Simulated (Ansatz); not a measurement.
Consider a rigid torsion scan of C2H6SSi, SMILES [SiH3]C=CS (Ansatz's Python interface).

`c2h6ssi_torsion.py`
```python
"""Energy of C2H6SSi as one group turns about a bond."""

import ansatz as az
from ase import Atoms

BASIS = "6-31G*"
FUNCTIONAL = "hf"
FORCE_TOL = 0.02

atoms = Atoms(["Si", "C", "C", "S", "H", "H", "H", "H", "H", "H"], positions=[
    [-1.2736, 0.238, -0.3544],
    [0.0122, -0.8111, 0.2247],
    [1.2724, -0.5747, 0.4919],
    [2.2264, 0.9331, 0.3667],
    [-2.4041, -0.5495, -0.9706],
    [-1.8784, 1.0843, 0.7607],
    [-0.7867, 1.2178, -1.3991],
    [-0.3089, -1.8039, 0.3681],
    [1.9075, -1.3924, 0.9124],
    [1.3163, 1.6073, -0.3975],
])

# relax first, so that the scan starts from a minimum
first = (
    az.Crystal.molecule_from_ase(atoms).calculation()
    .basis(gaussian=BASIS)
    .functional(FUNCTIONAL)
    .relax(force_tolerance=FORCE_TOL, max_steps=80)
)
atoms.positions = first.run(threads=1, pin="off").report["positions_ang"]

start = atoms.get_dihedral(1, 2, 3, 9)
energies = {}
for turn in range(0, 360, 30):
    turned = atoms.copy()
    turned.set_dihedral(1, 2, 3, 9, start + turn, indices=[3, 9])
    model = az.Crystal.molecule_from_ase(turned).calculation()
    model = model.basis(gaussian=BASIS)
    model = model.functional(FUNCTIONAL)
    energies[round((start + turn) % 360)] = model.run(threads=1, pin="off").report["free_energy_ev"]
floor = min(energies.values())
print("dihedral C1-C2-S3-H9 (deg)   E - E(min) (eV)")
for angle, e in sorted(energies.items()):
    print(f"{angle:8d} {(e - floor):14.3f}  " + "#" * int(30 * (e - floor) / max(max(energies.values()) - floor, 1e-9)))
```

Where along the turn do the lowest and the highest point lie, and how far apart are they?

The lowest point is at 359° and the highest at 89°, 0.146 eV (14.1 kJ/mol) above it, with the rest of the molecule held.

The run itself:

```console
$ python c2h6ssi_torsion.py
dihedral C1-C2-S3-H9 (deg)   E - E(min) (eV)
      29          0.043  ########
      59          0.121  ########################
      89          0.146  ##############################
     119          0.108  ######################
     149          0.067  #############
     179          0.053  ##########
     209          0.063  ############
     239          0.102  ####################
     269          0.143  #############################
     299          0.123  #########################
     329          0.045  #########
     359          0.000
```

The scan is rigid and the energies are electronic, in a modest basis. With rigid groups the curve can differ much from the relaxed path, the start wasn't checked as a minimum of this torsion, and equivalent turns needn't return to the same energy. The whole script took 45 s on 1 thread of Arm Neoverse V1 (shared host), peak memory 0.22 GiB.

(Lines on the test bed's own set-up are left out of the output.)
